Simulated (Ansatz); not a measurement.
From input file to script: C2H10BOP, SMILES C[O+](C)[BH2-]P in Ansatz 0.2.0.

```yaml
crystal:
  periodic: [false, false, false]
  atoms:
    - { symbol: C, position_ang: [-1.3046, 0.9626, -0.6171] }
    - { symbol: O, position_ang: [-0.1089, 0.5093, 0.0087] }
    - { symbol: C, position_ang: [-0.4505, -0.0928, 1.254] }
    - { symbol: B, position_ang: [0.57, -0.5028, -0.8808] }
    - { symbol: P, position_ang: [2.4716, -0.6099, -0.4686] }
    - { symbol: H, position_ang: [-2.0146, 0.1316, -0.8467] }
    - { symbol: H, position_ang: [-1.0705, 1.5097, -1.5581] }
    - { symbol: H, position_ang: [-1.8272, 1.7021, 0.0302] }
    - { symbol: H, position_ang: [0.4573, -0.4579, 1.7834] }
    - { symbol: H, position_ang: [-1.1687, -0.9405, 1.1446] }
    - { symbol: H, position_ang: [-0.9035, 0.6627, 1.9336] }
    - { symbol: H, position_ang: [0.0791, -1.5894, -0.7854] }
    - { symbol: H, position_ang: [0.4969, -0.1841, -2.0304] }
    - { symbol: H, position_ang: [2.3012, -1.6084, 0.5726] }
    - { symbol: H, position_ang: [2.4724, 0.5079, 0.4598] }
basis:
  gaussian: { orbitals: "6-31G*" }
hamiltonian:
  xc: pbe0
```

On the command line:
```console
$ ansatz run input.yaml --threads 1 --pin off --max-ram 4096MiB --backend cpu --events-out ev --progress --plain --runs-dir out
Engine: ansatz 0.2.0, aarch64-unknown-linux-gnu
Functional definition: PBE0
  parameter a = 0.25
  parameter kappa = 0.804
  parameter beta = 0.06672455060314922
  exchange = (1 - a)*pbe_x(kappa = kappa, mu = beta*pi^2/3) + a*exact_x
  correlation = pbe_c(beta = beta)
1041 factors; integrals over basis functions are off by at most 9.0e-4 eV
mean field evaluation 1: about -14234.5261 eV, gradient 3.2e1 eV
mean field evaluation 2: about -14234.9640 eV, gradient 2.9e1 eV
mean field evaluation 4: about -14237.2985 eV, gradient 2.0e0 eV
mean field evaluation 8: about -14237.6988 eV, gradient 2.6e-1 eV
mean field evaluation 16: about -14237.6991 eV, gradient 6.8e-5 eV
mean field -14237.69905096 eV, -523.2257894639 hartree, gradient 2.6e-5 eV, S^2 0.000000; 0 other end points of the search recorded, 0 dependent functions left out
reference -14237.69907384 eV, -523.2257903047 hartree; 25, 25 occupied and 74, 74 virtual orbitals, 1041 factors
Total energy: -14237.69907384 eV, -523.2257903047 hartree
```

Notebook, run cell by cell (the value of a cell's last expression is shown):

```python
import warnings

import ansatz as az
from ase import Atoms
```

```python
BASIS_SET = "6-31G*"
XC = "pbe0"
```

```python
warnings.simplefilter("ignore", az.DeckWarning)
```

```python
atoms = Atoms(["C", "O", "C", "B", "P", "H", "H", "H", "H", "H", "H", "H", "H", "H", "H"], positions=[
    [-1.3046, 0.9626, -0.6171],
    [-0.1089, 0.5093, 0.0087],
    [-0.4505, -0.0928, 1.254],
    [0.57, -0.5028, -0.8808],
    [2.4716, -0.6099, -0.4686],
    [-2.0146, 0.1316, -0.8467],
    [-1.0705, 1.5097, -1.5581],
    [-1.8272, 1.7021, 0.0302],
    [0.4573, -0.4579, 1.7834],
    [-1.1687, -0.9405, 1.1446],
    [-0.9035, 0.6627, 1.9336],
    [0.0791, -1.5894, -0.7854],
    [0.4969, -0.1841, -2.0304],
    [2.3012, -1.6084, 0.5726],
    [2.4724, 0.5079, 0.4598],
])
system = az.Crystal.molecule_from_ase(atoms)

calc = (
    system.calculation()
    .basis(gaussian=BASIS_SET)
    .functional(XC)
)
data = calc.session().plan(threads=1).execute().report

for key in ("converged", "free_energy_ev", "reference_energy_ev", "n_frozen", "n_occupied", "n_virtual"):
    print(f"{key:22s} {data[key]}")
```

    converged              True
    free_energy_ev         -14237.699073844004
    reference_energy_ev    -14237.699073844004
    n_frozen               0
    n_occupied             [25, 25]
    n_virtual              [74, 74]

Notes:
- Total energies depend on the basis set; only differences at equal settings carry meaning.
- The geometry is a force-field or estimated start, not a minimum of this method, and the basis set is short of its limit.
- Wall time of the script: 3.9 s on 1 thread of Arm Neoverse V2 (shared host), peak memory 0.27 GiB.

(Lines on the test bed's own set-up are left out of the output.)
